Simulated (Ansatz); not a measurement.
This script makes relaxations under a series of pressures of LaBPd₃, space group Pm-3m with the Ansatz DFT code, driven from Python.

The script, `run_compress.py`:
```python
"""Cell of LaBPd3 under pressure."""

import argparse

import ansatz
import numpy as np

parser = argparse.ArgumentParser(description="Cell of LaBPd3 under pressure.")
parser.add_argument("--occupations", required=True, help="how the bands are filled")
parser.add_argument("--smearing-width", type=float, required=True, help="smearing width (eV)")
parser.add_argument("--cutoff", type=float, required=True, help="plane-wave cutoff (eV)")
args = parser.parse_args()

def edges_and_angles(cell):
    cell = np.asarray(cell)
    a, b, c = np.linalg.norm(cell, axis=1)
    cosines = cell[1] @ cell[2] / (b * c), cell[0] @ cell[2] / (a * c), cell[0] @ cell[1] / (a * b)
    return (a, b, c, *np.degrees(np.arccos(cosines)))


def main() -> None:
    lattice = ansatz.Lattice.of(
        [4.229, 0.0, 0.0],
        [0.0, 4.229, 0.0],
        [0.0, 0.0, 4.229],
    )
    sites = [
        ("La", [0.0, 0.0, 0.0]),
        ("B", [0.5, 0.5, 0.5]),
        ("Pd", [0.0, 0.5, 0.5]),
        ("Pd", [0.5, 0.0, 0.5]),
        ("Pd", [0.5, 0.5, 0.0]),
    ]
    crystal = ansatz.Crystal(lattice=lattice)
    for symbol, position in sites:
        crystal = crystal.atom(symbol, position)

    calc = (
        crystal.calculation()
        .kpoints(6)
        .occupations(args.occupations, width=args.smearing_width)
        .basis(args.cutoff)
        .functional(ansatz.Functional.LDA)
    )

    # H = F + PV, with 1 GPa A^3 = 1/160.21766 eV
    rows = []
    for pressure in [-2, 0, 2, 5, 10]:
        done = calc.relax(cell=True, pressure=pressure).run(threads=1, backend="cpu")
        cell = done.lattice.cell_ang
        n_atoms = len(done.lattice.sites)
        volume = abs(np.linalg.det(cell)) / n_atoms
        enthalpy = done.report["free_energy_ev"] / n_atoms + pressure * volume / 160.21766
        rows.append((pressure, volume, enthalpy, *edges_and_angles(cell)))
        print(f"{pressure} GPa done: {volume:.4f} A^3/atom")

    print(" P (GPa)  V (A^3/atom)  H (eV/atom)     a       b       c")
    for row in rows:
        print("{:8.1f} {:12.4f} {:14.5f} {:7.4f} {:7.4f} {:7.4f}".format(*row[:6]))
    p, v = np.array([row[0] for row in rows], float), np.array([row[1] for row in rows])
    print("mean bulk modulus between rows (GPa):", np.round(-np.diff(p) / np.diff(np.log(v)), 1))


if __name__ == "__main__":
    main()
```

Its results, one of them left out:

| P (GPa) | relaxed V (Å³/atom) |
| --- | --- |
| -2 | 16.225 |
| 0 | 16.011 |
| 2 | ? |
| 5 | 15.544 |
| 10 | 15.141 |

What volume does the cell relax to at 2 GPa?

Murnaghan's form V = V0 (1 + B' P / B0)^(-1/B') through the 4 rows shown gives V0 = 16.012 Å³, B0 = 156.5 GPa and B' = 4.66, and so 15.815 Å³ an atom at 2 GPa. The run gave 15.815 Å³, 0.00 % away.

What to keep in mind:
- Spin is left out of this run.
- At a fixed pressure a relaxation lowers the enthalpy F + PV, while F alone can rise.
- For a metal this k-point mesh is coarse: on a finer one energies can move by several to tens of meV an atom and pressures by half a GPa or more, differences at one mesh by less.
- The starting cell is as deposited in a crystallographic database; the results hold for this polymorph, which needn't be the stable one.
- Symmetry holds the cell in this phase, whether or not it is the stable one at each pressure.
- Finished in 89 s on 1 thread of Arm Neoverse V1 (shared host), peak memory 0.44 GiB.
